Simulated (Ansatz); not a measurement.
# InNO3: a short molecular-dynamics run

What does InNO3 do over 20 steps of 0.5 fs under a Langevin thermostat at 300 K? The cell is an amorphous cell of 10 atoms, taken as it stands, without a relaxation.

Method: DFT PBE, plane waves, PAW, scalar-relativistic, no spin polarisation, in Ansatz 0.2.0.

The cell holds 10 atoms (In2N2O6): a = 5.010 Å, b = 5.348 Å, c = 4.417 Å, α = 84.53°, β = 76.95°, γ = 82.05°.

Coordinates:

```
In N O
1.0
     4.90881    0.35452    0.93935
     0.38120    5.33434   -0.06079
     0.14452    0.46164    4.39000
In N O
2 2 6
Direct
  0.19467 0.88389 0.91903
  0.49694 0.42117 0.55041
  0.84656 0.79085 0.44137
  0.80248 0.58752 0.85742
  0.70805 0.96193 0.83879
  0.43501 0.20327 0.09578
  0.46866 0.89834 0.36924
  0.81711 0.23666 0.06665
  0.11215 0.43532 0.05526
  0.02031 0.26506 0.60904
```

| quantity | value |
| --- | --- |
| length | 20 steps of 0.5 fs |
| temperature, first and last step | 270 and 2348 K |
| temperature, second half | mean 1495 K, from 799 to 2348 K |
| potential energy, second half | -167 meV/atom from the start |
| mean square displacement, second half | N 0.014, O 0.005, In 0.000 Å² |
| bonds among non-metal atoms formed or broken | 0 |

Against a set 300 K the second half averages 1495 K, going from 799 to 2348 K over that half; the potential energy of that half lies 167 meV/atom under the start, and the run is not yet in equilibrium. Over the second half N atoms stand 0.1 Å (root mean square) from where they began, and the farthest move is 0.2 Å. 10 fs on 10 atoms is far too short and small for converged averages.

Which input would start the first run of this session?

One input that does so (others would too):

Input file input.yaml:

```yaml
crystal:
  lattice:
    - [4.90881, 0.354517, 0.939348]
    - [0.381198, 5.334345, -0.060794]
    - [0.14452, 0.461641, 4.389996]
  atoms:
    - { symbol: In, position: [0.194675, 0.883886, 0.919028] }
    - { symbol: In, position: [0.496937, 0.421171, 0.550407] }
    - { symbol: "N", position: [0.846556, 0.790851, 0.441368] }
    - { symbol: "N", position: [0.802476, 0.587525, 0.857423] }
    - { symbol: O, position: [0.708046, 0.961925, 0.838785] }
    - { symbol: O, position: [0.435006, 0.203268, 0.095784] }
    - { symbol: O, position: [0.468656, 0.898337, 0.369239] }
    - { symbol: O, position: [0.817114, 0.236656, 0.066647] }
    - { symbol: O, position: [0.112148, 0.435316, 0.05526] }
    - { symbol: O, position: [0.020312, 0.265058, 0.609037] }
kpoints:
  mp_grid: { grid: [3, 3, 4] }
magnetization:
  spin_polarized: false
scf:
  occupations: { method: gaussian, width: 0.1 }
hamiltonian:
  pseudopotentials: { kind: paw }
  xc: pbe
basis:
  ecutwfc: 420
md:
  timestep: 0.5
  n_steps: 20
  ensemble: nvt_langevin
  temperature: 300.0
  initial_velocities: maxwell_boltzmann
  seed: 816505
```

On the command line:

```console
ansatz run input.yaml --threads 2 --pin off --max-ram 2560MiB --backend cpu --events-out ev --progress --plain --runs-dir out
```
